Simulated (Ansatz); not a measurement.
**HfHO (sextet): the correlation ladder at a displaced geometry (v1), def2-SVP**

One table from this session's results is given with a row withheld; the runs are named, their logs left out.

The runs use Ansatz 0.2.0, Gaussian basis; def2-SVP, core rule «outside noble gas», up to 5 orbitals frozen.

Plan: UHF; CCSD(T) on ROHF; CCSD(T) on UHF; CISD as a restricted active space (open shells left free, so some higher excitations enter); CCSDT(Q) on ROHF; CCSDT(Q) on UHF.

27 further runs of the same task are left out: 12 for a known fault of the program, 2 that didn't finish, 13 set aside as unsound or not needed. Runs told in other sessions of the task aren't counted.

## The system

The geometry is a PBE0/def2-TZVP stationary point (not a proven minimum) with its atoms shifted at random (size 0.040 Å). No spin-orbit coupling is included. Elements past krypton take def2 core potentials.

3 atoms, charge 0, spin multiplicity 6.

Atoms are counted from 1 here; the program's logs count them from 0.

Bond lengths: Hf1–O2 2.652 Å, O2–H3 1.044 Å. Angles: Hf1–O2–H3 81.9°.

As a file:

```
Hf   -0.0154   -0.2668    1.7332
O    -0.0163   -0.3858   -0.9165
H     0.0317    0.6525   -0.8167
```

Set-up of the first run:

The input, in.yaml:

```yaml
crystal:
  periodic: [false, false, false]
  atoms:
    - {symbol: Hf, position_ang: [-0.015433, -0.266752, 1.733246]}
    - {symbol: O, position_ang: [-0.016266, -0.385763, -0.916530]}
    - {symbol: H, position_ang: [0.031698, 0.652515, -0.816716]}
basis:
  gaussian: {orbitals: def2-SVP}
magnetization: {spin_polarized: true, initial_magnetization: 5}
hamiltonian: {xc: hf}
output: {orbitals: {seedname: orbitals}}
```

On the command line:

```
$ ansatz run in.yaml --threads 1 --pin off --events-out ev --progress --plain --max-ram 2393MiB
```

Among the steps run: UHF; CCSD(T) on ROHF; CCSD(T) on UHF; CISD as a restricted active space (open shells left free, so some higher excitations enter); CCSDT(Q) on ROHF; CCSDT(Q) on UHF.

One table of the session follows, with a row left open; its other results are not shown here.

It belongs to the step «Misses and costs». 

```
   method  from RCCSDT(Q) (meV)
     ROHF               +5684.3
      UHF               +5452.6
     RMP2                +715.2
     UMP2                +614.7
    RCCSD                     ?
    UCCSD                 +18.2
 RCCSD(T)                 +28.3
 UCCSD(T)                 -70.3
   RCCSDT                  +9.2
   UCCSDT                 -88.2
RCCSDT(Q)                     0
UCCSDT(Q)                 -97.4
```

Estimate the missing values for RCCSD.

As computed: from RCCSDT(Q) (meV): +119.0. In the column «from RCCSDT(Q) (meV)» it lies between RCCSD(T) (+28.3) and UMP2 (+614.7).

Not comparable, so not listed: CISD as a restricted active space (open shells left free, so some higher excitations enter) (they don't share determinant, frozen orbitals or solution with the rows shown, or repeat one).

Caveats from the session: Restricted and unrestricted rows rest on different reference determinants; a gap between their highest levels can come from leftover correlation error, from unlike frozen cores or from another state.
